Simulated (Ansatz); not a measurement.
Runs of Ansatz 0.2.0 on Ta3AsAu2O13. The structure is trigonal, space group R3m (No. 160). The conventional cell has a = 10.485 Å, b = 10.485 Å, c = 12.428 Å, α = 90.00°, β = 90.00°, γ = 120.00°. Around Ta (site symmetry m) lie 4 O at 1.82 to 1.95 Å. As (site symmetry 3m) is surrounded by 3 O at 1.76 Å. Au (site symmetry 3m) is surrounded by 3 O at 2.21 Å. Au (site symmetry 3m) has 1 As at 2.39 Å and 1 Au at 2.67 Å as nearest neighbours. O (site symmetry m) is surrounded by 1 As at 1.76 Å and 1 Ta at 1.93 Å. O (site symmetry 1) has 1 O at 1.44 Å as nearest neighbours. O (site symmetry m) has 1 Ta at 1.82 Å as nearest neighbours. O (site symmetry 3m) is surrounded by 3 Ta at 2.11 Å. The cell was built by a generator and needn't be a form met in nature.

```tsv
task	level	potentials or basis	U	cell	k mesh	cutoff (eV)	basis error allowed	mesh quality	gap on the mesh (eV)	pressure (GPa)	largest force (eV/Å)
band structure	BLYP	all-electron LAPW, scalar-relativistic	-	as given	3 × 3 × 3	596	0.002 eV/atom	not flagged	(c)	2.9	0.49
projected density of states	PBE	all-electron LAPW, scalar-relativistic	-	as given	4 × 4 × 4	566	0.003 eV/atom	not flagged	1.08	0.0	0.01
single point	PBE+U	all-electron LAPW, scalar-relativistic	Au d U = 3 eV, Ta d U = 3 eV	as given	3 × 3 × 3	566	0.003 eV/atom	not flagged	(b)	0.8	0.53
band structure	RPBE	all-electron LAPW, scalar-relativistic	-	as given	3 × 3 × 3	566	0.003 eV/atom	not flagged	(d)	2.1	0.21
relaxation of cell and atoms	PBEsol	all-electron PAW datasets made for the crystal	-	relaxed	2 × 2 × 2	-	-	coarse	1.21	0.0	0.01
electrostatic potential	PBE	all-electron PAW datasets made for the crystal	-	as given	4 × 4 × 4	580	-	not flagged	1.08	0.0	0.01
single point	PBE	all-electron LAPW, scalar-relativistic	-	as given	3 × 3 × 3	566	0.003 eV/atom	not flagged	1.11	0.0	0.01
single point	PBE+U	all-electron LAPW, scalar-relativistic	Au d U = 6 eV, Ta d U = 6 eV	as given	3 × 3 × 3	566	0.003 eV/atom	not flagged	1.08	1.8	(a)
```

Alike in all rows: no spin polarisation; smearing fermi-dirac 0.05 eV.

Q: Estimate the missing entries.

A: (a) 1.01; (b) 1.12; (c) 1.13; (d) 1.15.

Caveats: some runs use coarse meshes; spin-orbit coupling is left out, which moves the levels of the heavy elements; an odd mesh through Γ misses points on the zone boundary, where band edges often lie (some runs); U is the effective U less J, on atomic orbitals that reach past the spheres (some runs); forces of over 1 eV/Å show positions far from the minimum, so gaps and moduli don't describe the material at rest (some runs).

A k mesh can miss the band edges, and the runs leave out spin-orbit coupling on As, Au, Ta.

Not every run made on this cell is shown here.
